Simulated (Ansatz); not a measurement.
# WSe2: the cost of one run

Method: DFT PBEsol, scalar-relativistic, plane waves, PAW, in Ansatz 0.2.0.

2 further runs of the same task are left out: 2 that didn't finish.

## (1) The starting structure

The structure is trigonal, space group P-3m1 (No. 164). Conventional cell: a = 3.318 Å, b = 3.318 Å, c = 36.418 Å, α = 90.00°, β = 90.00°, γ = 120.00°. Around W (site symmetry 3m) lie 6 Se at 2.54 Å. Around Se (site symmetry 3m) lie 3 W at 2.54 Å.

Structure file:

```
CELL_PARAMETERS angstrom
3.31785 0.00000 0.00000
-1.65892 2.87334 0.00000
0.00000 0.00000 36.41831
ATOMIC_POSITIONS crystal
W 0.66667 0.33333 0.90611
W 0.66667 0.33333 0.28047
W 0.33333 0.66667 0.71953
W 0.33333 0.66667 0.09389
Se 0.33333 0.66667 0.95179
Se 0.33333 0.66667 0.32611
Se 0.66667 0.33333 0.76520
Se 0.66667 0.33333 0.13955
Se 0.33333 0.66667 0.86045
Se 0.33333 0.66667 0.23480
Se 0.66667 0.33333 0.67389
Se 0.66667 0.33333 0.04821
```

Source of the structure: the Materials Project (structure only).

(A quick probe on a coarse mesh, which set the mesh and smearing, is not shown.)

## (3) Relaxing cell and atoms

Contents of input.yaml:

```yaml
crystal:
  lattice:
    - [3.3178488582, 0.0, 0.0]
    - [-1.6589244291, 2.8733413971, 0.0]
    - [0.0, 0.0, 36.41830731]
  atoms:
    - { symbol: W, position: [0.66666667, 0.33333333, 0.90611047] }
    - { symbol: W, position: [0.66666667, 0.33333333, 0.280468] }
    - { symbol: W, position: [0.33333333, 0.66666667, 0.719532] }
    - { symbol: W, position: [0.33333333, 0.66666667, 0.09388953] }
    - { symbol: Se, position: [0.33333333, 0.66666667, 0.95178674] }
    - { symbol: Se, position: [0.33333333, 0.66666667, 0.32610682] }
    - { symbol: Se, position: [0.66666667, 0.33333333, 0.76520455] }
    - { symbol: Se, position: [0.66666667, 0.33333333, 0.1395502] }
    - { symbol: Se, position: [0.33333333, 0.66666667, 0.8604498] }
    - { symbol: Se, position: [0.33333333, 0.66666667, 0.23479545] }
    - { symbol: Se, position: [0.66666667, 0.33333333, 0.67389318] }
    - { symbol: Se, position: [0.66666667, 0.33333333, 0.04821326] }
basis:
  ecutwfc: 420
kpoints:
  mp_grid: { grid: [12, 12, 1] }
hamiltonian:
  xc: pbesol
scf:
  occupations: { method: gaussian, width: 0.02 }
output:
  forces: true
  stress: true
  eigenvalues: true
  write_density: true
  write_potential: true
  elf: true
  volumetric_format: npy
relax:
  adjacent_minimum: "off"
  f_tol: 0.005
  max_steps: 80
  cell: { stress_tol: 0.05 }
```

Command:

```console
ansatz run input.yaml --threads 2 --pin off --max-ram 5120MiB --backend cpu --events-out ev --progress --plain --runs-dir out
```

Q: Estimate wall time and peak memory on 2 threads of Arm Neoverse V1, shared host.

About 4.6 min, with a peak of 1.1 GiB.
